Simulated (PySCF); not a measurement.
# GeH3SCl (SMILES [SH][GeH2][Cl]): MP2/ANO-RCC-VDZ (sfX2C)

What is the vertical singlet–triplet gap of GeH3SCl at MP2/ANO-RCC-VDZ (sfX2C)? 

The results are computed with PySCF 2.14.0.

### Step 1. Starting point

GeH3SCl: 6 atoms, total charge 0, spin state singlet. As SMILES, `[SH][GeH2][Cl]`. The shape is that of a PBE0-D4/def2-TZVP optimisation. This is one conformer, not always the lowest.

Bond lengths: S1–Ge2 2.205 Å, Ge2–Cl3 2.156 Å, S1–H4 1.343 Å, Ge2–H5 1.532 Å, Ge2–H6 1.530 Å. Angles: S1–Ge2–Cl3 110.8°, S1–Ge2–H5 111.4°, S1–Ge2–H6 106.8°, Cl3–Ge2–H5 105.9°, Cl3–Ge2–H6 107.6°, Ge2–S1–H4 94.0°, H5–Ge2–H6 114.3°.

### Step 2. The energy at MP2/ANO-RCC-VDZ (sfX2C)

File run.py:

```python
from pyscf import gto, mp

system = gto.Mole()
system.atom = '''
S       -1.173700      -1.328000      -0.086900
Ge       0.432700       0.138800       0.275500
Cl      -0.360100       2.143100       0.341600
H       -1.332800      -0.975800      -1.373400
H        1.461900       0.131100      -0.858600
H        1.014100      -0.173200       1.655700
'''
system.basis = 'ano-rcc-vdz'
system.spin = 0
system.max_memory = 1860
system.verbose = 3
system.build()

mf = system.RHF()
mf = mf.sfx2c1e()
mf.conv_tol = 1e-10
mf.kernel()
if not mf.converged:
    mf = mf.newton().run(mf.mo_coeff, mf.mo_occ)

pt = mp.MP2(mf, frozen=19).run()
energy = pt.e_tot
print(f'total energy: {energy:.8f} hartree')
```

Started as:

```console
$ OMP_NUM_THREADS=1 python run.py
```

Standard output:

```text
converged SCF energy = -2958.36197148199
E(RMP2) = -2958.51143476239  E_corr = -0.149463280398729
E(SCS-RMP2) = -2958.51524041382  E_corr = -0.153268931828943
total energy: -2958.51143476 hartree
```

It took 5.7 s on 1 thread of Arm Neoverse V1, shared host; peak memory 0.16 GiB.

### Step 3. The triplet at the same level

File job.py:

```python
from pyscf import gto, scf, mp

mol = gto.M(
    atom='''
S   -1.173700  -1.328000  -0.086900
Ge   0.432700   0.138800   0.275500
Cl  -0.360100   2.143100   0.341600
H   -1.332800  -0.975800  -1.373400
H    1.461900   0.131100  -0.858600
H    1.014100  -0.173200   1.655700
''',
    verbose=3,
    max_memory=1860,
    spin=2,
    basis='ano-rcc-vdz',
)

mf = scf.UHF(mol)
mf = mf.x2c()
mf.conv_tol = 1e-10
mf.kernel()
if not mf.converged:
    mf = mf.newton().run(mf.mo_coeff, mf.mo_occ)

pt = mp.MP2(mf, frozen=19).run()
e_final = pt.e_tot
print('E(%s) = %.9f' % ('MP2', e_final))
```

Started as:

```console
$ OMP_NUM_THREADS=1 python job.py
```

Standard output:

```text
WARN: HOMO 0.0416748232906758 >= LUMO -0.313875152881618

WARN: HOMO -0.17735629791293 >= LUMO -0.186205745724459

converged SCF energy = -2958.1704116831  <S^2> = 2.0130308  2S+1 = 3.0086747
E(UMP2) = -2958.30566945069  E_corr = -0.135257767588791
E(SCS-UMP2) = -2958.30886039462  E_corr = -0.138448711523862
E(MP2) = -2958.305669451
```

It took 6 s on 1 thread of Arm Neoverse V1, shared host; peak memory 0.16 GiB.

### Step 4. What came out

Level: MP2/ANO-RCC-VDZ (sfX2C), 19 core orbitals frozen.

| quantity | value |
| --- | --- |
| singlet: total energy | -2958.51143 Eh |
| singlet: dipole moment (Hartree–Fock density) | 2.92 D |
| singlet: HOMO energy (Hartree–Fock orbitals) | -11.05 eV |
| singlet: LUMO energy (Hartree–Fock orbitals) | 1.83 eV |
| singlet: HOMO–LUMO gap (Hartree–Fock orbitals) | 12.88 eV |
| singlet: correlation energy (19 core orbitals frozen) | -149.5 mEh |
| triplet: total energy | -2958.30567 Eh |
| triplet: dipole moment (Hartree–Fock density) | 5.36 D |
| triplet: HOMO energy (Hartree–Fock orbitals) (highest over α and β) | -5.01 eV |
| triplet: LUMO energy (Hartree–Fock orbitals) (lowest over α and β) | -2.35 eV |
| triplet: correlation energy (19 core orbitals frozen) | -135.3 mEh |
| triplet: ⟨S²⟩ of the reference determinant | 2.013 |
| vertical energy of the triplet above the singlet | 5.599 eV |

What this shows: At this shape the triplet lies 5.60 eV (129 kcal/mol) above the singlet. Mulliken charges (singlet) of the mean-field density run from -0.36 on Cl3 to +0.55 on Ge2. Mulliken charges (triplet) of the mean-field density run from -0.43 on Cl3 to +0.25 on S1.
